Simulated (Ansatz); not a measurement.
**SbS in Ansatz: the effect of functional**

Sheet: SbS, a sheet with vacuum.

```
CELL_PARAMETERS angstrom
3.82048 0.00000 0.00000
0.00000 3.82048 0.00000
0.00000 0.00000 23.80000
ATOMIC_POSITIONS crystal
Sb 0.00000 0.00000 0.29412
S 0.50000 0.50000 0.29412
```

The cell was built by a generator and needn't be a form met in nature.

Alike in all runs:

* Program: Ansatz 0.2.0
* Task: single point
* Potentials or basis: all-electron LAPW, scalar-relativistic
* Basis error allowed: 0.002 eV/atom
* k mesh: 7 × 7 × 1
* Occupations: fermi-dirac, width 0.05 eV
* Spin: no spin polarisation

| functional | cutoff | work function (eV) |
| --- | --- | --- |
| PBE | 192 eV (chosen from the basis error) | 4.65 |
| LDA | 193 eV (chosen from the basis error) | ? |
| PBEsol | 192 eV (chosen from the basis error) | 4.72 |

Question: What does the run with functional LDA give?

Answer: Work function 4.91 eV.
